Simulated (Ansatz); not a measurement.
# Ag (bcc type): how the settings move a single-point run

Aim: see which settings change the result for Ag (bcc type), by how much, and at what cost.

Program: Ansatz 0.2.0. Level of theory: reference: DFT, LDA, PAW with Ansatz's default frozen-core files, scalar-relativistic. These are calculated values, not measurements.

### Step 1. The structure to begin with

The structure is cubic, space group Im-3m (No. 229). The conventional cell has a = 2.439 Å, b = 2.439 Å, c = 2.439 Å, α = 90.00°, β = 90.00°, γ = 90.00°. Around Ag (site symmetry m-3m) lie 8 Ag at 2.11 Å.

Coordinates:

```xyz
1
Lattice="-1.2193 1.2193 1.2193 1.2193 -1.2193 1.2193 1.2193 1.2193 -1.2193" Properties=species:S:1:pos:R:3 pbc="T T T"
Ag    0.0000    0.0000    0.0000
```

### Step 2. The reference run

input.yaml

```yaml
crystal:
  lattice:
    - [-1.21925044, 1.21925044, 1.21925044]
    - [1.21925044, -1.21925044, 1.21925044]
    - [1.21925044, 1.21925044, -1.21925044]
  atoms:
    - { symbol: Ag, position: [0.0, 0.0, 0.0] }
kpoints:
  mp_grid: { grid: [17, 17, 17] }
scf:
  occupations: { method: fermi_dirac, width: 0.1 }
hamiltonian:
  xc: lda
  pseudopotentials: { kind: paw }
output:
  forces: true
  stress: true
  eigenvalues: true
  populations: true
```

Command:

```sh
$ ansatz run input.yaml --threads 1 --pin off --max-ram 2048MiB --backend cpu --events-out ev --progress --plain --runs-dir out
```

### Step 3. Variant: n_extra_bands 32

Edit input.yaml of step 2 so:

```diff
@@ -11,2 +11,3 @@
   occupations: { method: fermi_dirac, width: 0.1 }
+  n_extra_bands: 32
 hamiltonian:
```

### Step 4. Variant: xc r2scan

Edit input.yaml of step 2 so:

```diff
@@ -12,3 +12,3 @@
 hamiltonian:
-  xc: lda
+  xc: r2scan
   pseudopotentials: { kind: paw }
```

What does the calculation give? Wanted: for each run, ending; energy change; pressure; gap; force.

As calculated:

| run | ending | energy change | pressure (GPa) | gap (eV) | force (eV/Å) | cycles | time |
| --- | --- | --- | --- | --- | --- | --- | --- |
| reference | converged | 0 | 915.9 | 0.00 | 0.00 | 6 | 1.8 s |
| 1: n_extra_bands 32 | converged | 0.0 meV/atom | 915.9 | 0.00 | 0.00 | 6 | 3.1 s |
| 2: xc r2scan | converged | not comparable | 962.0 | 0.00 | 0.00 | 6 | 3.7 s |

Residual by cycle in the longest SCF loop of each run; runs are numbered as in the table. The quantity is the density residual dr2, in eV.

| cycle | reference | run 1 | run 2 |
| --- | --- | --- | --- |
| 1 | 0.00994 | 0.00988 | 0.0383 |
| 2 | 0.00174 | 0.00176 | 0.00224 |
| 3 | 2.2e-4 | 1.9e-4 | 2.5e-4 |
| 4 | 9.3e-7 | 7.2e-7 | 6.8e-7 |
| 5 | 5.8e-9 | 1.0e-8 | 8.4e-8 |
| 6 | 8.4e-11 | 2.9e-11 | 9.6e-10 |

What this shows: «n_extra_bands 32» leaves the energy as it was. The pressure spans 915.9 to 962.0 GPa over the reference and the converged variants. The structure is not at rest: the sound run finds 916 GPa, so these are no properties of the relaxed crystal. 
